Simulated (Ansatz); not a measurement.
# Lu2AlH2: the cost of one run

Computed, not measured: Ansatz 0.2.0, DFT, r2SCAN, no spin polarisation, plane waves, PAW.

## Step 1: Geometry

It takes space group Immm (No. 71, orthorhombic). Conventional cell: a = 3.715 Å, b = 5.257 Å, c = 7.814 Å, α = 90.00°, β = 90.00°, γ = 90.00°. Lu (site symmetry mm2) has 6 H at 2.72 Å and 4 Al at 2.92 to 3.10 Å as nearest neighbours. Around H (site symmetry m2m) lie 1 H at 2.22 Å and 2 Al at 2.40 Å and 6 Lu at 2.72 Å. Al (site symmetry mmm) is surrounded by 4 H at 2.40 Å.

As a file:

```
Lu H Al
1.0
     0.00000    0.00000    3.71494
     3.90714   -2.62859    1.85747
     3.90714    2.62859   -1.85747
Lu H Al
2 2 1
Cartesian
  5.5570 0.0000 1.8575
  2.2573 0.0000 1.8575
  3.9071 -1.1077 3.7149
  3.9071 1.1077 0.0000
  0.0000 0.0000 0.0000
```

It starts from an earlier solution of the starting cell (checkpoint.read).

## Step 2: The relaxation

input.yaml

```yaml
crystal:
  lattice:
    - [0.0, 0.0, 3.71494]
    - [3.90714, -2.628591, 1.85747]
    - [3.90714, 2.628591, -1.85747]
  atoms:
    - { symbol: Lu, position: [0.5, 0.71113, 0.71113] }
    - { symbol: Lu, position: [0.5, 0.28887, 0.28887] }
    - { symbol: H, position: [0.7893, 0.7107, 0.2893] }
    - { symbol: H, position: [0.2107, 0.2893, 0.7107] }
    - { symbol: Al, position: [0.0, 0.0, 0.0] }
  symmetry: { tolerance: 0.0003 }
kpoints:
  mp_grid: { grid: [6, 6, 6], shift: [0, 0, 0] }
magnetization:
  spin_polarized: false
scf:
  occupations: { method: fermi_dirac }
  lower_state_search: "off"
hamiltonian:
  pseudopotentials: { kind: paw }
  xc: r2scan
basis:
  ecutwfc: 500
  fft_grid_basis: typed
relax:
  max_steps: 40
output:
  forces: true
  stress: true
  eigenvalues: true
  bader: true
  populations: true
  elf: true
  write_potential: true
  volumetric_format: npy
  dos:
    e_range: [-12, 8]
    de: 0.05
    projected: { site_lists: { Al: [Al], H: [H], Lu: [Lu] } }
checkpoint:
  read: saved_state
```

The run is started by

```
> ansatz run input.yaml --threads 2 --pin off --max-ram 3584MiB --backend cpu --events-out ev --progress --plain --runs-dir out
```

Q: Estimate wall time and peak memory on 2 threads of Intel Xeon Platinum 8488C (Sapphire Rapids), shared host.

About 81 s, with a peak of 0.77 GiB.
